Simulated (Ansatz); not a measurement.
**GeH3N: active-space calculation from a Python script**

The task is an active-space calculation, for GeH3N.

All numbers are computed with Ansatz 0.2.0, driven from Python. Level of theory: SC-NEVPT2/def2-SVP.

### 1 The system

Bond lengths: N1–Ge2 1.866 Å, N1–H3 0.958 Å, N1–H4 1.037 Å, Ge2–H5 1.547 Å. Angles: N1–Ge2–H5 111.7°, Ge2–N1–H3 111.1°, Ge2–N1–H4 102.3°, H3–N1–H4 107.0°.

The script holds or builds the structure itself.

### 2 The script

Contents of geh3n_cas.py:

```python
"""Static correlation in GeH3N: natural occupations of an active space."""

import warnings

import ansatz as az

GEOMETRY = """
N    -0.28160   -0.65840    0.36650
Ge    0.85460    0.77160   -0.01650
H     0.21510   -1.46590    0.50630
H    -0.80080   -0.77290   -0.52360
H     0.06270    2.05190   -0.37400
"""

warnings.simplefilter("ignore", az.DeckWarning)

geometry = az.Crystal.molecule()
for line in GEOMETRY.strip().splitlines():
    symbol, *xyz = line.split()
    geometry = geometry.atom(symbol, [float(v) for v in xyz])

job = geometry.calculation().basis(gaussian="def2-SVP").correlation(active_electrons=4, active_orbitals=4)
for method in ["sc_nevpt2"]:
    r = (job if method is None else job.correlation(method)).run().report
    space = r["configurations"]
    state = space["states"][0]
    print(method or "casscf", f"total {r['free_energy_ev'] / 27.211386246:.6f} Ha, active-space state {state['energy']['hartree']:.6f} Ha, mean field {r['reference_energy_ev'] / 27.211386246:.6f} Ha")
    print("  determinants", state["n_determinants"], " natural occupations", [round(n, 3) for n in space["natural_occupations"]])
print("effectively unpaired electrons, sum of min(n, 2 - n):", round(sum(min(n, 2 - n) for n in space["natural_occupations"]), 3))
```

### 3 The input behind the calls

The engine receives this input:

```yaml
crystal:
  periodic: [false, false, false]
  atoms:
    - { symbol: "N", position_ang: [-0.2816, -0.6584, 0.3665] }
    - { symbol: Ge, position_ang: [0.8546, 0.7716, -0.0165] }
    - { symbol: H, position_ang: [0.2151, -1.4659, 0.5063] }
    - { symbol: H, position_ang: [-0.8008, -0.7729, -0.5236] }
    - { symbol: H, position_ang: [0.0627, 2.0519, -0.374] }
basis:
  gaussian:
    orbitals: def2-SVP
correlation:
  method: sc_nevpt2
  active_space:
    window:
      electrons: 4
      orbitals: 4
```

### 4 Running it

Launch:

```console
$ python geh3n_cas.py
```

Standard output:

```text
RunWarning: the results are in doubt because another end's mean lies 0.300 eV lower, and its corrected mean 0.244 eV higher
sc_nevpt2 total -2131.602830 Ha, active-space state -2131.246903 Ha, mean field -2131.213214 Ha
  determinants 36  natural occupations [1.981, 1.928, 0.07, 0.021]
effectively unpaired electrons, sum of min(n, 2 - n): 0.183
```

(Warnings from the package without file and line.)

Wall time 2.6 s (1 thread of Intel Xeon 6975P-C (Granite Rapids), shared host); peak memory 0.18 GiB.

### 5 The run's own record

The report of the run holds:

```
             item         value
SCF cycles in all            11
         orbitals            61
total energy (eV)  -58003.86793
```

### 6 Summary of results

| quantity | value |
| --- | --- |
| total energy | -58003.8679 eV |
| natural occupations | 1.981, 1.928, 0.07, 0.021 |

What this shows: The natural occupations stay near whole numbers, so one determinant describes the state well. What to keep in mind:
- The geometry is a force-field or estimated start, not a minimum of this method, and the basis set is short of its limit. The active space starts as a window about the frontier orbitals and is then optimised, not chosen by chemistry.
- A lower CASSCF solution was found and passed over, so the printed active-space state isn't the lowest.
